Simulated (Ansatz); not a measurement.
**Ta: a tetragonal deformation path**

One table from this session's results is given with a row withheld; the runs are named, their logs left out.

Computed with Ansatz 0.2.0 (DFT PBEsol, scalar-relativistic, plane waves, PAW, unless a step's input says otherwise).

## The structure to begin with

It takes space group Im-3m (No. 229, cubic). Conventional cell: a = 3.303 Å, b = 3.303 Å, c = 3.303 Å, α = 90.00°, β = 90.00°, γ = 90.00°. Ta (site symmetry m-3m) is surrounded by 8 Ta at 2.86 Å.

Structure file:

```xyz
1
Lattice="-1.6513 1.6513 1.6513 1.6513 -1.6513 1.6513 1.6513 1.6513 -1.6513" Properties=species:S:1:pos:R:3 pbc="T T T"
Ta    0.0000    0.0000    0.0000
```

No relaxation comes first: the listed cell is the starting point.

## The reference cell

Reference values: F = -9806.5018 eV; pressure -3.78 GPa; largest force 0.000 eV/Å; gap on the mesh none (metal). It was computed beforehand with the settings of the runs below.

The first run:

At fixed volume and fractional coordinates, lengths along (0.000, 0.000, 1.000) are scaled against those across it; ρ is that ratio over its starting value.

File input.yaml:

```yaml
crystal:
  lattice:
    - [-1.8535924404, 1.8535924404, 1.3104898553]
    - [1.8535924404, -1.8535924404, 1.3104898553]
    - [1.8535924404, 1.8535924404, -1.3104898553]
  atoms:
    - { symbol: Ta, position: [0.0, 0.0, 0.0] }
basis:
  ecutwfc: 420
kpoints:
  mp_grid: { grid: [22, 22, 22] }
hamiltonian:
  xc: pbesol
scf:
  occupations: { method: gaussian, width: 0.15 }
output:
  forces: true
  stress: true
  eigenvalues: true
  write_density: true
  write_potential: true
  elf: true
  volumetric_format: npy
```

Command:

```
$ ansatz run input.yaml --threads 1 --pin off --max-ram 2560MiB --backend cpu --events-out ev --progress --plain --runs-dir out
```

Among the steps run: At ρ = 0.707; ρ = 1.414; At ρ = 0.850; At ρ = 1.200; Point ρ = 0.780; Point ρ = 1.300; Point ρ = 0.920; At ρ = 1.100; ρ = 0.650; Point ρ = 1.500; Point ρ = 0.960; ρ = 1.050.

One of the session's tables, all rows but one given; the rest of the session is left out.

The scan, with free energies counted from the undisturbed cell:

```
    ρ  ΔE (meV/atom)  pressure (GPa)
0.650          577.6             9.7
0.707          405.5             4.3
0.780          206.6             1.3
0.850              ?               ?
0.920           25.1            -3.3
0.960            6.4            -3.7
1.000            0.0            -3.8
1.050            9.2            -3.6
1.100           35.6            -3.0
1.200          121.5            -1.2
1.300          216.6             1.0
1.414          263.6             2.3
1.500          244.2             1.6
```

Q: Estimate the row for ρ = 0.850 from the others.

Worked estimate for «ΔE (meV/atom)». A straight line through the neighbours (0.780, 206.6) and (0.920, 25.1) gives 206.6 + (25.1 − 206.6) × (0.850 − 0.780) / (0.920 − 0.780) = 115.9; a parabola fitted to 4 rows on both sides gives 85.0.

The run gave: ΔE (meV/atom): 80.1; pressure (GPa): -1.4. In «ΔE (meV/atom)» the line misses by +35.8 and the parabola by +4.9.
